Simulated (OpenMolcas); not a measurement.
**A workflow on AlGeNH4O (SMILES [NH2][GeH]1[O][AlH]1)**

Wanted: a single-point energy (HF/ANO-R0), then the energy (CASSCF(2,2)/ANO-R1), then an energy scan (CASPT2(2,2)/ANO-R1), then an energy scan (SC-NEVPT2(2,2)/ANO-R1), then an energy scan (MC-PDFT[tPBE](2,2)/ANO-R1) of AlGeNH4O. 

The calculation is run with OpenMolcas 26.06.

### 1 Starting point

AlGeNH4O has 8 atoms, charge 0, and is taken as a singlet. As SMILES, `[NH2][GeH]1[O][AlH]1`. The coordinates come from a PBE0-D4/def2-TZVP relaxation. This is one conformer, not always the lowest.

Bond lengths: N1–Ge2 1.822 Å, Ge2–O3 1.896 Å, Ge2–Al4 2.331 Å, O3–Al4 1.699 Å, N1–H5 1.009 Å, N1–H6 1.008 Å, Ge2–H7 1.543 Å, Al4–H8 1.577 Å. Some angles: N1–Ge2–O3 114.7°, N1–Ge2–Al4 126.9°, O3–Ge2–Al4 46.0°, Ge2–O3–Al4 80.7°, Ge2–Al4–O3 53.4°, N1–Ge2–H7 103.9°, O3–Ge2–H7 108.8°, Al4–Ge2–H7 128.4°, Ge2–N1–H5 116.8°, Ge2–N1–H6 117.5°.

### 2 A single-point energy at HF/ANO-R0 (sfX2C) (run 1)

mol.xyz reads:

```xyz
8

N     -1.000700     1.330400     0.514400
Ge     0.239100     0.000100     0.626900
O      1.177500    -0.346000    -0.983500
Al     0.431500    -1.856900    -0.769100
H     -0.662600     2.276400     0.611900
H     -1.682100     1.271200    -0.226100
H      1.237900     0.511900     1.685400
H      0.351700    -3.244100    -1.515600
```

step1.input reads:

```
&GATEWAY
 Coord
 mol.xyz
 Basis
 ANO-R0
 Group
 NoSym

&SEWARD

&SCF
 PrOrbitals
 0

&LOCALISATION
 Occupied
 Freeze
 Pipek-Mezey

&LOCALISATION
 FileOrb
 $Project.LocOrb
 Virtual
 Pipek-Mezey
```

On the command line:

```bash
export MOLCAS_MEM=1860
pymolcas step1.input > step1.log
```

Log:

```text
--- Start Module: gateway ---
[...]
--- Stop Module: gateway /rc=_RC_ALL_IS_WELL_ ---
[...]
      Basis functions           41
[...]
       Convergence after  15 Iterations
[...]
::    Total SCF energy                              -2470.5594571297
[...]
      Total spin, S                                     0.0000000000
[...]
      Total electronic charge=   64.000000
      Total            charge=   -0.000000
[...]
      Dipole Moment (debye):
      Origin of the operator (angstrom)=    0.2474   -0.2681    0.1306
                   X= -7.7120E-01               Y=  8.7762E-01               Z= -1.0964E+00           Total=  1.6022E+00
      Quadrupole Moment (debye*angstrom):
[...]
--- Start Module: localisation ---
[...]
--- Stop Module: localisation /rc=_RC_ALL_IS_WELL_ ---
--- Start Module: localisation ---
[...]
--- Stop Module: localisation /rc=_RC_ALL_IS_WELL_ ---
[...]
```

Wall time 3.6 s (1 thread of Intel Xeon 6975P-C (Granite Rapids), shared host); peak memory 0.42 GiB.

### 3 A single-point energy at CASSCF(2,2)/ANO-R1 (sfX2C, RICD fitting) (run 2)

mol.xyz is that of step 2.

step2.input reads:

```
>>> EXPORT MOLCAS_PRINT=2

&GATEWAY
 Coord=mol.xyz
 Basis=ANO-R0
 Group=NoSym

&SEWARD

&RASSCF
 FileOrb=$CurrDir/step1.LocOrb
 Alter=2
 1 27 32
 1 33 39
 Spin=1
 Nactel=2 0 0
 Inactive=31
 Ras2=2
 OrbListing=Nothing
>>> COPY $Project.RunFile RUNFIL1
>>> COPY $Project.RasOrb INPORB

&GATEWAY
 Coord=mol.xyz
 Basis=ANO-R1
 Group=NoSym
 RICD

&SEWARD
>>> COPY $Project.RunFile RUNFIL2

&EXPBAS

&RASSCF
 FileOrb=$Project.ExpOrb
 Spin=1
 Nactel=2 0 0
 Inactive=31
 Ras2=2
 OrbListing=Nothing
```

On the command line:

```bash
export MOLCAS_MEM=1860
pymolcas step2.input > step2.log
```

Log:

```text
--- Start Module: gateway ---
[...]
--- Stop Module: gateway /rc=_RC_ALL_IS_WELL_ ---
[...]
      Basis functions           41
[...]
      Number of active orbitals                  2
[...]
      Spin quantum number                      0.0
[...]
      Active orbitals                            2
[...]
      Number of CSFs                             3
[...]
      Number of root(s) required                 1
[...]
      Convergence after 14 iterations
[...]
      printout of CI-coefficients larger than  0.05 for root  1
      energy=   -2470.574982
      conf/sym  11     Coeff  Weight
             1  20   0.99359 0.98722
             3  02  -0.11304 0.01278
      Natural orbitals and occupation numbers for root  1
      sym 1:   1.974443   0.025557
      ************************************************************************************************************************
      *                                                    Final results                                                     *
[...]
::    RASSCF root number  1 Total energy:  -2470.57498170
[...]
      Basis functions          105
[...]
--- Start Module: expbas ---
[...]
--- Stop Module: expbas /rc=_RC_ALL_IS_WELL_ ---
--- Start Module: rasscf ---
[...]
      Convergence after 18 iterations
[...]
      Natural orbitals and occupation numbers for root  1
      sym 1:   1.980399   0.019601
      ************************************************************************************************************************
      *                                                    Final results                                                     *
[...]
::    RASSCF root number  1 Total energy:  -2471.26805416
[...]
      Total electronic charge=   64.000000
      Total            charge=   -0.000000
[...]
      Dipole Moment (debye):
      Origin of the operator (angstrom)=    0.2474   -0.2681    0.1306
                   X= -1.4858E+00               Y= -1.4086E+00               Z=  1.3367E-01           Total=  2.0518E+00
      Quadrupole Moment (debye*angstrom):
[...]
--- Stop Module: rasscf /rc=_RC_ALL_IS_WELL_ ---
[...]
```

Wall time 15 s (1 thread of Intel Xeon 6975P-C (Granite Rapids), shared host); peak memory 0.42 GiB.

### 4 The energy along one coordinate at CASPT2(2,2)/ANO-R1 (sfX2C, RICD fitting, ipea shift 0.25 Eh, pt2 variant SS) (run 3)

step3.input reads:

```
>>> EXPORT MOLCAS_PRINT=2
>>> COPY $CurrDir/step2.RasOrb $Project.RasOrb
>>> ForEach K in (1, 2, 3, 4, 5, 6, 7, 8, 9)

&GATEWAY
  Coord=$CurrDir/point$K.xyz
  Basis=ANO-R1
  Group=NoSym
  RICD

&SEWARD

&RASSCF
  FileOrb=$Project.RasOrb
  Spin=1
  Nactel=2 0 0
  Inactive=31
  Ras2=2
  OrbListing=Nothing

&CASPT2
  Imaginary=0.2
  Frozen=16
>>> EndDo
```

On the command line:

```bash
export MOLCAS_MEM=1860
pymolcas step3.input > step3.log
```

Log, shortened:

```text
[...]
      Basis functions          105
[...]
      Number of active orbitals                  2
[...]
      Spin quantum number                      0.0
[...]
      Active orbitals                            2
[...]
      Number of CSFs                             3
[...]
      Number of root(s) required                 1
[...]
      Convergence after 15 iterations
[...]
      Natural orbitals and occupation numbers for root  1
      sym 1:   1.986331   0.013669
      ************************************************************************************************************************
      *                                                    Final results                                                     *
[...]
::    RASSCF root number  1 Total energy:  -2471.24649531
[...]
      E2 (Variational):          -0.8871748945
[...]
::    CASPT2 Root  1     Total energy:  -2472.13367021
[...]
      Convergence after 15 iterations
[...]
      Natural orbitals and occupation numbers for root  1
      sym 1:   1.980395   0.019605
      ************************************************************************************************************************
      *                                                    Final results                                                     *
[...]
      Convergence after 21 iterations
[...]
      Natural orbitals and occupation numbers for root  1
      sym 1:   1.471223   0.528777
      ************************************************************************************************************************
      *                                                    Final results                                                     *
[...]
      Convergence after 15 iterations
[...]
      Natural orbitals and occupation numbers for root  1
      sym 1:   1.197551   0.802449
      ************************************************************************************************************************
      *                                                    Final results                                                     *
[...]
      Convergence after 15 iterations
[...]
::    RASSCF root number  1 Total energy:  -2471.15444604
[...]
::    CASPT2 Root  1     Total energy:  -2472.01611034
[...]
      Convergence after 14 iterations
[...]
::    RASSCF root number  1 Total energy:  -2471.15431650
[...]
      E2 (Variational):          -0.8609322698
[...]
::    CASPT2 Root  1     Total energy:  -2472.01524877
[...]
```

It took 1.9 min on 1 thread of Intel Xeon 6975P-C (Granite Rapids), shared host; peak memory 0.16 GiB.

The scan, from its lowest point:

```csv
Ge2–N1 (Å),energy (kJ/mol)
1.640,47.5
1.822,0.0
2.004,34.4
2.277,133.8
2.642,258.8
3.097,335.0
3.644,352.0
4.373,356.2
5.466,358.4
```

### 5 The energy along one coordinate at SC-NEVPT2(2,2)/ANO-R1 (sfX2C, RICD fitting, pt2 variant SC-NEVPT2) (run 4)

step4.input reads:

```
>>> COPY $CurrDir/step2.RasOrb $Project.RasOrb
>>> ForEach K in (1, 2, 3, 4, 5, 6, 7, 8, 9)

&GATEWAY
  Coord
  $CurrDir/point$K.xyz
  Basis
  ANO-R1
  Group
  NoSym
  RICD

&SEWARD

&RASSCF
  FileOrb
  $Project.RasOrb
  Spin
  1
  Nactel
  2 0 0
  Inactive
  31
  Ras2
  2
  OrbListing
  Nothing

&CASPT2
  SC-NEVPT2
  Frozen
  16
>>> EndDo
```

On the command line:

```bash
export MOLCAS_MEM=1860
pymolcas step4.input > step4.log
```

Log, shortened:

```text
[...]
      Basis functions          105
[...]
      Number of active orbitals                  2
[...]
      Spin quantum number                      0.0
[...]
      Active orbitals                            2
[...]
      Number of CSFs                             3
[...]
      Number of root(s) required                 1
[...]
      Convergence after 15 iterations
[...]
      Natural orbitals and occupation numbers for root  1
      sym 1:   1.986331   0.013669
      ************************************************************************************************************************
      *                                                    Final results                                                     *
[...]
::    RASSCF root number  1 Total energy:  -2471.24649531
[...]
      E2 (Variational):          -0.8809531492
[...]
::    SC-NEVPT2 Root  1     Total energy:  -2472.12732022
[...]
      Convergence after 15 iterations
[...]
      Natural orbitals and occupation numbers for root  1
      sym 1:   1.980395   0.019605
      ************************************************************************************************************************
      *                                                    Final results                                                     *
[...]
      Convergence after 21 iterations
[...]
      Natural orbitals and occupation numbers for root  1
      sym 1:   1.471223   0.528777
      ************************************************************************************************************************
      *                                                    Final results                                                     *
[...]
      Convergence after 15 iterations
[...]
      Natural orbitals and occupation numbers for root  1
      sym 1:   1.197551   0.802449
      ************************************************************************************************************************
      *                                                    Final results                                                     *
[...]
      Convergence after 15 iterations
[...]
::    RASSCF root number  1 Total energy:  -2471.15444604
[...]
::    SC-NEVPT2 Root  1     Total energy:  -2472.01337940
[...]
      Convergence after 14 iterations
[...]
::    RASSCF root number  1 Total energy:  -2471.15431650
[...]
      E2 (Variational):          -0.8584915265
[...]
::    SC-NEVPT2 Root  1     Total energy:  -2472.01280803
[...]
```

It took 1.8 min on 1 thread of Intel Xeon 6975P-C (Granite Rapids), shared host; peak memory 0.16 GiB.

The scan, from its lowest point:

```csv
Ge2–N1 (Å),energy (kJ/mol)
1.640,51.2
1.822,0.0
2.004,30.8
2.277,126.9
2.642,252.5
3.097,330.7
3.644,346.9
4.373,350.4
5.466,351.9
```

### 6 An energy scan at MC-PDFT[tPBE](2,2)/ANO-R1 (sfX2C, RICD fitting) (run 5)

step5.input reads:

```
>>> COPY $CurrDir/step2.RasOrb $Project.RasOrb
>>> ForEach K in (1, 2, 3, 4, 5, 6, 7, 8, 9)

&GATEWAY
  Coord
  $CurrDir/point$K.xyz
  Basis
  ANO-R1
  Group
  NoSym
  RICD

&SEWARD

&RASSCF
  FileOrb
  $Project.RasOrb
  Spin
  1
  Nactel
  2 0 0
  Inactive
  31
  Ras2
  2
  OrbListing
  Nothing

&MCPDFT
  KSDFT
  T:PBE
>>> EndDo
```

On the command line:

```bash
export MOLCAS_MEM=1860
pymolcas step5.input > step5.log
```

Log, shortened:

```text
--- Start Module: gateway ---
[...]
      Basis functions          105
[...]
      Number of active orbitals                  2
[...]
      Spin quantum number                      0.0
[...]
      Active orbitals                            2
[...]
      Number of CSFs                             3
[...]
      Number of root(s) required                 1
[...]
      Convergence after 15 iterations
[...]
      Natural orbitals and occupation numbers for root  1
      sym 1:   1.986331   0.013669
      ************************************************************************************************************************
      *                                                    Final results                                                     *
[...]
::    RASSCF root number  1 Total energy:  -2471.24649531
[...]
::    MCPDFT root number  1 Total energy:  -2473.59007031
[...]
      Convergence after 15 iterations
[...]
      Natural orbitals and occupation numbers for root  1
      sym 1:   1.980395   0.019605
      ************************************************************************************************************************
      *                                                    Final results                                                     *
[...]
      Convergence after 21 iterations
[...]
      Natural orbitals and occupation numbers for root  1
      sym 1:   1.471223   0.528777
      ************************************************************************************************************************
      *                                                    Final results                                                     *
[...]
      Convergence after 15 iterations
[...]
      Natural orbitals and occupation numbers for root  1
      sym 1:   1.197551   0.802449
      ************************************************************************************************************************
      *                                                    Final results                                                     *
[...]
      Convergence after 15 iterations
[...]
::    RASSCF root number  1 Total energy:  -2471.15444604
[...]
::    MCPDFT root number  1 Total energy:  -2473.47191721
[...]
      Convergence after 14 iterations
[...]
::    RASSCF root number  1 Total energy:  -2471.15431650
[...]
      Total electronic charge=   64.000000
      Total            charge=   -0.000000
[...]
::    MCPDFT root number  1 Total energy:  -2473.47147137
[...]
```

It took 1.8 min on 1 thread of Intel Xeon 6975P-C (Granite Rapids), shared host; peak memory 0.16 GiB.

The scan, from its lowest point:

```csv
Ge2–N1 (Å),energy (kJ/mol)
1.640,51.6
1.822,0.0
2.004,29.3
2.277,122.3
2.642,246.1
3.097,335.0
3.644,357.5
4.373,361.9
5.466,363.0
```

### 7 Results

```
                                                   quantity           value
                             run 1, HF/ANO-R0: total energy  -2470.55946 Eh
                            run 1, HF/ANO-R0: dipole moment          1.60 D
                              run 1, HF/ANO-R0: HOMO energy        -9.28 eV
                              run 1, HF/ANO-R0: LUMO energy         0.87 eV
                            run 1, HF/ANO-R0: HOMO–LUMO gap        10.14 eV
                    run 2, CASSCF(2,2)/ANO-R1: total energy  -2471.26805 Eh
  run 2, CASSCF(2,2)/ANO-R1: dipole moment (CASSCF density)          2.05 D
       run 3, CASPT2(2,2)/ANO-R1: lowest energy of the scan  -2472.15176 Eh
    run 4, SC-NEVPT2(2,2)/ANO-R1: lowest energy of the scan  -2472.14684 Eh
run 5, MC-PDFT[tPBE](2,2)/ANO-R1: lowest energy of the scan  -2473.60974 Eh
```

**Reading.** Mulliken charges (run 1, HF/ANO-R0) run from -0.71 on N1 to +0.78 on Al4; they depend strongly on the basis.
